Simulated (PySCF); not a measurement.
# C5H3F2N (2,6-Difluoropyridine): the cost of one run

Programs: PySCF 2.14.0, with density-fitted response routines of our own. Each step states its level of theory. These are calculated values for one molecule, in the gas phase or a continuum, unless marked as measured. Atoms count from 0, in the outputs and in this text.

## (1) The starting structure

11 atoms, charge 0, multiplicity 1; geometry from: GFN2-xTB. The atoms were then displaced at random by about 0.01 Å, so the start is not that level's minimum.

Bonds of the start (Å): F0–C1 1.33, C1–C2 1.39, C2–C3 1.43, C3–C4 1.36, C4–C5 1.37, C5–F6 1.35, C5–N7 1.30, N7–C1 1.33, C2–H8 1.06, C3–H9 1.08, C4–H10 1.07.

## (2) Geometry optimisation at PBE0-D3(BJ)/def2-TZVP

What the job is given:

```
{"job": {"xc": "PBE0", "basis": "def2-TZVP", "d3": "d3bj", "grid": 2, "shake": 0.01, "kind": "geom"}, "charge": 0, "multiplicity": 1}
F     -2.005540    -1.887750    -0.038720
C     -1.008620    -1.011920    -0.026330
C     -1.271800     0.353880    -0.001690
C     -0.115300     1.197940     0.021650
C      1.124110     0.645970     0.000830
C      1.216660    -0.725430    -0.022330
F      2.431780    -1.309690    -0.034960
N      0.209160    -1.543960    -0.043410
H     -2.264130     0.733260     0.035970
H     -0.284730     2.263700     0.060350
H      2.006520     1.258160     0.032970
```

Run with:

```
$ OMP_NUM_THREADS=1 python probes_run.py task.json out
```

The driver reads the jobs from task.json and runs them one after another.

Q: Estimate the wall time and peak memory of this first job on 1 thread of AMD EPYC 9R14, shared host.

About 3.7 min, with a peak of 1.3 GiB.
